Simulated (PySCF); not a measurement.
# C7H7F2N: the cost of one run

Programs: PySCF 2.14.0, with routines of our own; each step states its level. All values are computed. Atoms count from 0.

## 1. The starting structure

17 atoms, charge 0, multiplicity 1; geometry from: GFN2-xTB.

## 2. Magnetic properties: GIAO BHandHLYP/pcSseg-1

The job: settings as JSON, then the geometry in Å.

```
{"job": {"kind": "mag", "xc": "BHandHLYP", "basis": "pcSseg-1", "isotopologues": 0}, "charge": 0, "multiplicity": 1}
C     -1.433287    -1.438043    -0.428878
C     -1.294698    -0.188191     0.430565
C     -0.084282     0.661145     0.003527
C      1.154887    -0.045835     0.227541
C      2.184122    -0.638304     0.444015
C      3.340820    -1.320704     0.676139
N      4.311521    -1.900625     0.877328
C     -0.056151     1.982175     0.784020
F      0.980093     2.755796     0.387757
F     -1.178214     2.697358     0.535491
H     -0.550174    -2.066995    -0.340810
H     -2.298015    -2.013900    -0.110402
H     -1.565445    -1.173720    -1.475672
H     -2.194102     0.423519     0.338605
H     -1.180187    -0.471727     1.479582
H     -0.165037     0.909897    -1.062513
H      0.021150     1.840184     1.873256
```

With the program's defaults for keys left out, this is: GIAO BHandHLYP/pcSseg-1 magnetisability, rotational g tensor and spin-rotation constants, non-relativistic, gas phase.

Launch:

```bash
> OMP_NUM_THREADS=1 python excited_run.py task.json out
```

This one command runs all jobs of the session in turn.

Q: Estimate the wall time and peak memory of this first job on 1 thread of Arm Neoverse N1, shared host.

About 73 s, with a peak of 0.98 GiB.
